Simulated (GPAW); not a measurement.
HfO2:

```
Hf O
1.0
     0.00000    2.55750    2.55750
     2.55750    0.00000    2.55750
     2.55750    2.55750    0.00000
Hf O
1 2
Direct
  0.00000 0.00000 0.00000
  0.75000 0.75000 0.75000
  0.25000 0.25000 0.25000
```

Measurements of this composition are mostly on another form, of space group No. 14.

Program: GPAW 26.7.0. Alike in all runs: task band structure; level PBEsol+U; potentials or basis PAW data sets generated in the run's folder for this functional, pw; no spin polarisation; cell as given; k mesh 9 × 9 × 9; cutoff (eV) 800; smearing fermi-dirac 0.05 eV.

Task: Order these runs on this cell by their pressure, lowest first.
A. U Hf d U = 6 eV
B. U Hf d U = 4 eV
C. U Hf d U = 2 eV
D. U Hf d U = 3 eV
E. U Hf d U = 8 eV

Result: C (-5.0 GPa), D (-2.2 GPa), B (0.7 GPa), A (6.7 GPa), E (13.1 GPa).
